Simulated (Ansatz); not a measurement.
# Sn2TeO3: the cost of one run

Program: Ansatz 0.2.0. Level of theory: DFT PBE, scalar-relativistic, plane waves, PAW. These are calculated values, not measurements.

### Step 1. The starting structure

It takes space group P6/mmm (No. 191, hexagonal). The conventional cell has a = 5.900 Å, b = 5.900 Å, c = 3.420 Å, α = 90.00°, β = 90.00°, γ = 120.00°. Sn (site symmetry -6m2) has 6 O at 2.41 Å and 3 Sn at 3.41 Å and 3 Te at 3.41 Å as nearest neighbours. Around Te (site symmetry 6/mmm) lie 6 Sn at 3.41 Å and 12 O at 3.41 Å and 2 Te at 3.42 Å. Around O (site symmetry mmm) lie 4 Sn at 2.41 Å.

Coordinates:

```
Sn Te O
1.0
     5.90000    0.00000    0.00000
    -2.95000    5.10955    0.00000
     0.00000    0.00000    3.41976
Sn Te O
2 1 3
Direct
  0.33333 0.66667 0.00000
  0.66667 0.33333 0.00000
  0.00000 0.00000 0.00000
  0.50000 0.00000 0.50000
  0.50000 0.50000 0.50000
  0.00000 0.50000 0.50000
```

A structure generator made this guess: species swapped into a database cell of GdCo3B2 (P6/mmm, No. 191), with Te on the Gd sites, O on the Co sites and Sn on the B sites. Its size is a rough estimate.

### Step 2. Probe: one point on a coarse mesh

Contents of input.yaml:

```yaml
crystal:
  lattice:
    - [5.89999978, 0.0, 0.0]
    - [-2.94999989, 5.10954969, 0.0]
    - [0.0, 0.0, 3.41975667]
  atoms:
    - { symbol: Sn, position: [0.33333333, 0.66666667, 0.0] }
    - { symbol: Sn, position: [0.66666667, 0.33333333, 0.0] }
    - { symbol: Te, position: [0.0, 0.0, 0.0] }
    - { symbol: O, position: [0.5, 0.0, 0.5] }
    - { symbol: O, position: [0.5, 0.5, 0.5] }
    - { symbol: O, position: [0.0, 0.5, 0.5] }
basis:
  ecutwfc: 420
kpoints:
  mp_grid: { grid: [3, 3, 6] }
hamiltonian:
  xc: pbe
scf:
  occupations: { method: gaussian, width: 0.1 }
  lower_state_search: "off"
output:
  forces: true
  stress: true
  eigenvalues: true
```

The run is started by

```console
ansatz run input.yaml --threads 1 --pin off --max-ram 2560MiB --backend cpu --events-out ev --progress --plain --runs-dir out
```

What time and memory should one allow on 1 thread of Intel Xeon Gold 6455B (Sapphire Rapids), shared host?

About 1.8 s, with a peak of 0.41 GiB.
